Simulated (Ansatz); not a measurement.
Predict the output of the script below (Ansatz 0.2.0, Python API).

Input file `geh6si2.xyz`:
```text
9

Si   -1.09009   -0.06991   -0.69365
Si    0.95902    1.00931   -0.36139
Ge    0.30300   -0.86953    1.11587
H    -1.08550   -0.46099   -2.11543
H    -2.09621    1.00496   -0.65119
H     1.28586    2.07619    0.59241
H     2.27825    0.58849   -0.84652
H     0.24356   -2.37413    0.75661
H    -0.79790   -0.90438    2.20330
```

`freq_geh6si2.py`
```python
# -*- coding: utf-8 -*-
"""Harmonic frequencies of GeH6Si2 at its relaxed geometry."""

import itertools

import ansatz as az
from ase import Atoms
from ase.data import atomic_numbers, covalent_radii
from ase.thermochemistry import IdealGasThermo
import numpy as np


def main():
    mol = az.Crystal.molecule_from_extxyz("geh6si2.xyz")

    calc = (
        mol.calculation()
        .basis(gaussian="def2-SVP")
        .functional("pbe")
    )
    symbols = [site.symbol for site in mol.cartesian_sites]
    start = np.array([site.position_ang for site in mol.cartesian_sites], dtype=float)
    rep = calc.relax(force_tolerance=0.003, max_steps=100).run().report
    end = np.array(rep["positions_ang"])

    # pairs closer than 1.2 times the sum of covalent radii, before or after
    radius = [covalent_radii[atomic_numbers[s]] for s in symbols]
    span = lambda where, i, j: np.linalg.norm(where[i] - where[j])
    bonded = [(i, j) for i, j in itertools.combinations(range(len(symbols)), 2) if min(span(start, i, j), span(end, i, j)) < 1.2 * (radius[i] + radius[j])]
    print("pair        before    after (A)")
    for i, j in bonded:
        print(f"{symbols[i]}{i}-{symbols[j]}{j}".ljust(10), f"{span(start, i, j):8.4f} {span(end, i, j):8.4f}")

    # same settings at the minimum
    minimum = az.Crystal.molecule()
    for symbol, place in zip(symbols, end):
        minimum = minimum.atom(symbol, place.tolist())
    vibrating = (
        minimum.calculation()
        .basis(gaussian="def2-SVP")
        .functional("pbe")
        .phonons(temperatures=(100, 500, 100))
    )
    vib = vibrating.run().report["vibrations"]
    sums = vib["harmonic_sums"]
    modes = [m["omega_inv_cm"] for m in sums["modes_at_gamma"] if m["rigid_motion"] == "no"]
    for number, w in enumerate(modes, start=1):
        print(f"mode {number:2d} {w:9.1f} 1/cm {w / 8065.544 * 1000:8.2f} meV")
    print("imaginary modes:", sum(w < 0 for w in modes), " zero-point energy:", round(sums["zero_point_energy_ev"], 4), "eV")
    # rigid rotor and ideal gas, symmetry number taken as one
    gas = IdealGasThermo(vib_energies=[w / 8065.544 for w in modes if w > 0], geometry="linear" if len(modes) == 3 * len(symbols) - 5 else "nonlinear",
                         atoms=Atoms(symbols, positions=end), symmetrynumber=1, spin=0.0)
    print(f"H(298 K) - E = {gas.get_enthalpy(298.15, verbose=False):.4f} eV")
    print(f"S(298 K, 1 bar) = {96485.33 * gas.get_entropy(298.15, 1e5, verbose=False):.1f} J/(mol K) with symmetry number 1")


if __name__ == "__main__":
    main()
```

```console
$ python freq_geh6si2.py
pair        before    after (A)
Si0-Si1      2.3397   2.3528
Si0-Ge2      2.4196   2.4013
Si0-H3       1.4746   1.5029
Si0-H4       1.4729   1.5029
Si1-Ge2      2.4784   2.4013
Si1-H5       1.4679   1.5029
Si1-H6       1.4672   1.5029
Ge2-H7       1.5480   1.5466
Ge2-H8       1.5478   1.5466
mode  1     177.8 1/cm    22.04 meV
mode  2     230.6 1/cm    28.59 meV
mode  3     294.5 1/cm    36.51 meV
mode  4     303.0 1/cm    37.57 meV
mode  5     326.1 1/cm    40.43 meV
mode  6     346.5 1/cm    42.96 meV
mode  7     450.2 1/cm    55.82 meV
mode  8     550.3 1/cm    68.22 meV
mode  9     564.0 1/cm    69.93 meV
mode 10     567.2 1/cm    70.33 meV
mode 11     605.5 1/cm    75.07 meV
mode 12     629.7 1/cm    78.08 meV
mode 13     789.6 1/cm    97.90 meV
mode 14     847.1 1/cm   105.03 meV
mode 15     850.9 1/cm   105.50 meV
mode 16    2069.1 1/cm   256.53 meV
mode 17    2097.8 1/cm   260.09 meV
mode 18    2151.1 1/cm   266.71 meV
mode 19    2151.5 1/cm   266.75 meV
mode 20    2177.0 1/cm   269.91 meV
mode 21    2184.7 1/cm   270.87 meV
imaginary modes: 0  zero-point energy: 1.2624 eV
H(298 K) - E = 1.4750 eV
S(298 K, 1 bar) = 337.6 J/(mol K) with symmetry number 1
```

The frequencies are harmonic and unscaled, in a modest basis. The entropy takes a symmetry number of 1; a symmetric molecule's is lower by R ln(sigma). It ran for 110 s on 1 thread of Arm Neoverse V2, on a shared host, peak memory 0.26 GiB.
